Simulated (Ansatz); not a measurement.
# CH₈N₂Si₂: basis-set convergence

Aim: see how fast density functionals converge with the basis set for CH₈N₂Si₂.

Computed with Ansatz 0.2.0, Gaussian basis. Level: one geometry, several basis sets.

The runs, in order: PBE0-D4/def2-SVP; ωB97M-V/def2-SVP; PBE0-D4/def2-QZVPP; ωB97M-V/def2-QZVPP; the functionals' def2-TZVPP values are taken from earlier runs.

### Step 1. The relaxed structure

The geometry comes from an earlier relaxation with PBE0-D4 in a triple-zeta def2 set; it is a stationary point, not always the lowest conformer.

13 atoms, charge 0, spin multiplicity 1.

Atoms are counted from 1 here; the program's logs count them from 0.

Bond lengths: N1–Si2 1.711 Å, N1–H6 1.006 Å, N1–H7 1.006 Å, Si2–N3 1.711 Å, Si2–H8 1.490 Å, Si2–H9 1.485 Å, N3–C4 1.491 Å, N3–Si5 1.698 Å, C4–Si5 1.831 Å, C4–H10 1.089 Å, C4–H11 1.091 Å, Si5–H12 1.481 Å, Si5–H13 1.481 Å. Angles: Si2–N1–H6 120.8°, Si2–N1–H7 122.4°, H6–N1–H7 111.9°, N1–Si2–N3 116.1°, N1–Si2–H8 104.0°, N1–Si2–H9 110.2°, N3–Si2–H8 110.7°, N3–Si2–H9 104.3°, H8–Si2–H9 111.8°, Si2–N3–C4 130.9°, Si2–N3–Si5 153.5°, C4–N3–Si5 69.7°, N3–C4–Si5 60.5°, N3–C4–H10 115.2°, N3–C4–H11 115.8°, Si5–C4–H10 121.4°, Si5–C4–H11 120.1°, H10–C4–H11 113.1° and more.

Coordinates:

```xyz
13
charge 0, multiplicity 1
N    -2.2077   -1.0736    0.0833
Si   -0.7594   -0.6810    0.9044
N     0.3105    0.3694    0.0811
C     1.1453    0.1551   -1.1351
Si    1.5556    1.5219    0.0122
H    -2.2736   -1.9064   -0.4765
H    -2.8694   -0.3734   -0.2076
H    -0.1151   -2.0020    1.1493
H    -1.0653    0.0267    2.1738
H     0.6414    0.3409   -2.0826
H     1.7496   -0.7528   -1.1432
H     1.2002    2.9293   -0.2800
H     2.7083    1.4112    0.9356
```

### Step 2. PBE0-D4 in def2-SVP

The input, in.yaml:

```yaml
crystal:
  periodic: [false, false, false]
  atoms:
    - {symbol: N, position_ang: [-2.207722, -1.073640, 0.083273]}
    - {symbol: Si, position_ang: [-0.759418, -0.681013, 0.904400]}
    - {symbol: N, position_ang: [0.310543, 0.369407, 0.081132]}
    - {symbol: C, position_ang: [1.145266, 0.155148, -1.135089]}
    - {symbol: Si, position_ang: [1.555595, 1.521893, 0.012165]}
    - {symbol: H, position_ang: [-2.273623, -1.906448, -0.476513]}
    - {symbol: H, position_ang: [-2.869394, -0.373437, -0.207592]}
    - {symbol: H, position_ang: [-0.115134, -2.001984, 1.149338]}
    - {symbol: H, position_ang: [-1.065289, 0.026740, 2.173842]}
    - {symbol: H, position_ang: [0.641373, 0.340919, -2.082565]}
    - {symbol: H, position_ang: [1.749632, -0.752809, -1.143156]}
    - {symbol: H, position_ang: [1.200234, 2.929277, -0.279990]}
    - {symbol: H, position_ang: [2.708338, 1.411246, 0.935553]}
basis:
  gaussian: {orbitals: def2-SVP}
hamiltonian: {xc: pbe0, dispersion: d4}
output: {orbitals: {seedname: orbitals}}
```

Run with:

```bash
ansatz run in.yaml --threads 4 --pin off --events-out ev --progress --plain --max-ram 10444MiB
```

After this run come: ωB97M-V in def2-SVP; PBE0-D4 in def2-QZVPP; ωB97M-V in def2-QZVPP.

Q: Predict the results of all the runs planned. Wanted: PBE0-D4: double and triple zeta above quadruple; ωB97M-V: double and triple zeta above quadruple.

**Answer**, as computed:

```
                                       quantity           value
PBE0-D4: double and triple zeta above quadruple  11.42, 0.81 eV
ωB97M-V: double and triple zeta above quadruple  11.58, 0.75 eV
```

What this shows: PBE0-D4 gains 10.61 eV from double to triple zeta, then 0.81 eV more. These are total energies; as a rule much of such shifts cancels in differences, which this series doesn't test. The LUMO of ωB97M-V is positive and keeps falling with the basis (2.25 to 1.22 eV): an unbound level that the basis holds in place.
